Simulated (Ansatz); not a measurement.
# Alloy of ZnGeP2 and ZnSnP2 (2 of 4 Ge sites exchanged), 16 atoms with displaced atoms

Aim: a base single point, then the same cell under other settings, to see what each one moves.

Method: density functional theory in Ansatz 0.2.0, PAW datasets, plane waves.

1 further run of the same task is left out (it didn't finish).

**1. The system as built**

16 atoms (4 Zn, 2 Ge, 2 Sn, 8 P); a = 5.523 Å, b = 5.523 Å, c = 10.995 Å, α = 90.00°, β = 90.00°, γ = 90.00°. All atoms were shaken off their sites by about 0.07 Å along each axis.

**2. PBEsol on the given atoms**

Input file in.yaml:

```yaml
crystal:
  lattice:
    - [5.523023, -0.000082, -0.000020]
    - [-0.000082, 5.523023, -0.000020]
    - [-0.000040, -0.000040, 10.994744]
  atoms:
    - { symbol: Zn, position: [0.014595, 0.983902, 0.982679] }
    - { symbol: Zn, position: [0.991755, 0.505644, 0.251319] }
    - { symbol: Zn, position: [0.517753, 0.993769, 0.742094] }
    - { symbol: Zn, position: [0.489270, 0.487855, 0.505110] }
    - { symbol: Ge, position: [0.007165, 0.989022, 0.499035] }
    - { symbol: Ge, position: [0.510504, 0.478767, 0.003769] }
    - { symbol: Sn, position: [0.513727, 0.002935, 0.248657] }
    - { symbol: Sn, position: [0.019443, 0.497229, 0.754187] }
    - { symbol: P, position: [0.243196, 0.244818, 0.129768] }
    - { symbol: P, position: [0.260643, 0.242051, 0.624579] }
    - { symbol: P, position: [0.759198, 0.733080, 0.126825] }
    - { symbol: P, position: [0.750807, 0.252450, 0.380796] }
    - { symbol: P, position: [0.275439, 0.736328, 0.378789] }
    - { symbol: P, position: [0.265661, 0.768096, 0.871972] }
    - { symbol: P, position: [0.751542, 0.720172, 0.628660] }
    - { symbol: P, position: [0.752476, 0.233857, 0.881245] }
kpoints:
  mp_grid: { grid: [2, 2, 2], shift: [0.5, 0.5, 0.5] }
hamiltonian:
  xc: pbesol
scf:
  occupations: { method: fermi_dirac, width: 0.01 }
output:
  forces: true
  eigenvalues: true
  stress: true
  populations: true
```

Launch:

```console
ansatz run in.yaml --threads 7 --pin off --max-ram 13300MiB --runs-dir r --events-out ev --progress --plain
```

**3. Variant: starting moment 4 μB, at most 14 cycles**

in.yaml, as its differences from that of step 2:

```diff
@@ -26,4 +26,8 @@
   xc: pbesol
+magnetization:
+  spin_polarized: true
+  initial_magnetization: 4
 scf:
   occupations: { method: fermi_dirac, width: 0.01 }
+  max_iter: 14
 output:
@@ -32,2 +36 @@
   stress: true
-  populations: true
```

**4. Changed settings: smearing width 0.5 eV, density threshold 1e-12 eV, k points 2×2×1**

in.yaml, as its differences from that of step 3:

```diff
@@ -23,11 +23,9 @@
 kpoints:
-  mp_grid: { grid: [2, 2, 2], shift: [0.5, 0.5, 0.5] }
+  mp_grid: { grid: [2, 2, 1] }
 hamiltonian:
   xc: pbesol
-magnetization:
-  spin_polarized: true
-  initial_magnetization: 4
 scf:
-  occupations: { method: fermi_dirac, width: 0.01 }
-  max_iter: 14
+  occupations: { method: fermi_dirac, width: 0.5 }
+  max_iter: 50
+  convergence: { dr2_threshold: 1e-12 }
 output:
```

**5. Run again with mixing beta 0.01, at most 6 cycles**

in.yaml, as its differences from that of step 4:

```diff
@@ -23,3 +23,3 @@
 kpoints:
-  mp_grid: { grid: [2, 2, 1] }
+  mp_grid: { grid: [2, 2, 2], shift: [0.5, 0.5, 0.5] }
 hamiltonian:
@@ -27,5 +27,5 @@
 scf:
-  occupations: { method: fermi_dirac, width: 0.5 }
-  max_iter: 50
-  convergence: { dr2_threshold: 1e-12 }
+  occupations: { method: fermi_dirac, width: 0.01 }
+  max_iter: 6
+  mixing: { beta: 0.01 }
 output:
```

Q: Predict the outcome of this session. Wanted: for each run, settings; status; energy from base; forces from base.

As calculated:

| settings | status | cycles | time | energy from base (meV/atom) | forces from base (eV/Å rms) | filled to empty level on the mesh (eV) |
| --- | --- | --- | --- | --- | --- | --- |
| base | converged | 9 | 3.1 s (7 CPU threads) | 0 | 0 | 1.50 |
| starting moment 4 μB, at most 14 cycles | converged | 14 | 6.6 s (7 CPU threads) | 0.0 | 0.000 | 1.50 |
| smearing width 0.5 eV, density threshold 1e-12 eV, k points 2×2×1 | converged, settings too loose | 21 | 2.4 s (7 CPU threads) | +91.6 | 0.115 | - |
| mixing beta 0.01, at most 6 cycles | not converged | - | 2.6 s (7 CPU threads) | - | - | - |

**What this shows.** Among these variants the forces move most with smearing width 0.5 eV, density threshold 1e-12 eV, k points 2×2×1 (0.115 eV/Å rms) and least with starting moment 4 μB, at most 14 cycles (0.000). The base mesh is coarse for so small a cell, so pressure, spacing and their changes aren't converged values of the solid. 1 of 3 variants gave no result: mixing beta 0.01, at most 6 cycles (not converged).
